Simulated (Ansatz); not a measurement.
# H5NOSiSn: basis-set convergence

Aim: see how fast density functionals converge with the basis set for H5NOSiSn.

Computed with Ansatz 0.2.0, Gaussian basis. Level: one geometry, several basis sets.

The runs, in order: PBE0-D4/def2-SVP; ωB97M-V/def2-SVP; PBE0-D4/def2-QZVPP; ωB97M-V/def2-QZVPP; the functionals' def2-TZVPP values are taken from earlier runs.

### 1 The relaxed structure

The geometry comes from an earlier relaxation with PBE0-D4 in a triple-zeta def2 set; it is a stationary point, not always the lowest conformer. Sn takes the def2 core potential; no spin-orbit term is included.

SMILES `[OH][SnH]1[NH][SiH2]1`, 9 atoms, charge 0, spin multiplicity 1.

Atoms are counted from 1 here; the program's logs count them from 0.

Bond lengths: O1–Sn2 1.970 Å, O1–H5 0.960 Å, Sn2–N3 2.092 Å, Sn2–Si4 2.478 Å, Sn2–H6 1.701 Å, N3–Si4 1.694 Å, N3–H7 1.007 Å, Si4–H8 1.491 Å, Si4–H9 1.491 Å. Angles: Sn2–O1–H5 112.5°, O1–Sn2–N3 110.3°, O1–Sn2–Si4 123.3°, O1–Sn2–H6 100.6°, N3–Sn2–Si4 42.5°, N3–Sn2–H6 113.9°, Si4–Sn2–H6 134.3°, Sn2–N3–Si4 81.0°, Sn2–N3–H7 143.6°, Si4–N3–H7 135.2°, Sn2–Si4–N3 56.5°, Sn2–Si4–H8 120.8°, Sn2–Si4–H9 122.8°, N3–Si4–H8 120.4°, N3–Si4–H9 120.9°, H8–Si4–H9 107.8°.

### 2 PBE0-D4 in def2-SVP

Contents of in.yaml:

```yaml
crystal:
  periodic: [false, false, false]
  atoms:
    - {symbol: O, position_ang: [-1.903928, 1.559222, 0.481388]}
    - {symbol: Sn, position_ang: [-0.360933, 0.941784, -0.576413]}
    - {symbol: N, position_ang: [0.987707, -0.095543, 0.641582]}
    - {symbol: Si, position_ang: [0.566734, -1.349933, -0.416031]}
    - {symbol: H, position_ang: [-2.347430, 0.840975, 0.939022]}
    - {symbol: H, position_ang: [0.234451, 2.425874, -1.156815]}
    - {symbol: H, position_ang: [1.635409, 0.008282, 1.405683]}
    - {symbol: H, position_ang: [-0.277486, -2.484104, 0.056741]}
    - {symbol: H, position_ang: [1.553877, -1.892858, -1.392257]}
basis:
  gaussian: {orbitals: def2-SVP}
hamiltonian: {xc: pbe0, dispersion: d4}
output: {orbitals: {seedname: orbitals}}
```

On the command line:

```
$ ansatz run in.yaml --threads 4 --pin off --events-out ev --progress --plain --max-ram 10444MiB
```

The runs that follow: ωB97M-V in def2-SVP; PBE0-D4 in def2-QZVPP; ωB97M-V in def2-QZVPP.

Before running them: what should the planned runs give, taken together? Wanted: PBE0-D4: double and triple zeta above quadruple; ωB97M-V: double and triple zeta above quadruple.

The runs gave:

```
                                       quantity          value
PBE0-D4: double and triple zeta above quadruple  8.36, 0.56 eV
ωB97M-V: double and triple zeta above quadruple  8.50, 0.53 eV
```

In words: PBE0-D4 gains 7.80 eV from double to triple zeta, then 0.56 eV more. Total energies overstate the basis error of differences, where much of it tends to cancel.
